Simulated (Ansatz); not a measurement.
The system is CsLiCr2Te2S3.

```xyz
18
Lattice="3.6747 -0.0002 -0.0015 0.0007 6.2585 0.0027 0.0997 0.0151 18.8784" Properties=species:S:1:pos:R:3 pbc="T T T"
Cs    0.0873    6.2463   11.5116
Cs    1.9241    3.1114   12.0331
Li    1.9273    5.2275   18.6069
Li    3.7643    2.1113   18.5971
Cr    3.6657    0.0061    2.5383
Cr    1.8288    3.1327    2.5418
Cr    0.0887    4.2020   15.6893
Cr    1.9257    1.0600   15.7329
Te    0.0843    3.7384    8.7368
Te    1.9221    1.4273    8.5818
Te    1.8297    5.2398    4.3014
Te    3.6670    2.1091    4.3007
S     3.7641    6.2706   16.9998
S     1.9264    3.1716   16.9772
S     3.6659    4.1699    1.3573
S     1.8281    1.0434    1.3514
S     1.9258    5.2728   14.4419
S     0.0880    2.0646   14.4953
```

The cell was built by a generator and needn't be a form met in nature.

Base run:

| Item | Value |
| --- | --- |
| Program | Ansatz 0.2.0 |
| Functional | BLYP |
| Potentials or basis | Ansatz PAW |
| Cutoff | 420 eV |
| Density cutoff | 1680 eV |
| k mesh | 7 × 5 × 2 |
| Occupations | fermi-dirac, width 0.05 eV |
| Spin | collinear spin, ferromagnetic start |
| Starting moments | [0.0, 0.0, 0.0, 0.0, 3.0, 3.0, 3.0, 3.0, 0.0, 0.0, 0.0, 0.0, 0.0, 0.0, 0.0, 0.0, 0.0, 0.0] μB |

Its results: band gap on the k mesh none (metal or under the smearing width); pressure 3.5 GPa; net moment 11.41 μB per cell; site moments Cs +0.00; Li -0.00; Cr +2.60, +2.75, +2.72; Te -0.00, -0.13; S -0.03, -0.04 μB; largest force 0.290 eV/Å.

Problem. The run is repeated on the same cell with these changes: functional from BLYP to LDA. What comes out?

Solution. Band gap on the k mesh none (metal or under the smearing width); pressure -4.8 GPa; net moment 11.34 μB per cell; site moments Cs +0.00, -0.00; Li -0.00, -0.01; Cr +2.57, +2.76, +2.72; Te -0.00, -0.14; S -0.05, -0.06 μB; largest force 0.590 eV/Å.

LDA binds more tightly than BLYP, so the same cell stands under less pressure.

Caveats: only a ferromagnetic start was run, and an antiferromagnetic order may lie lower in energy; the PAW data sets come from PBE, with cores solved anew for the run's functional, which leaves a small shift of forces and pressure; the potentials were made for another functional, which shifts forces and pressure (some runs).

Not every run made on this cell is shown here.
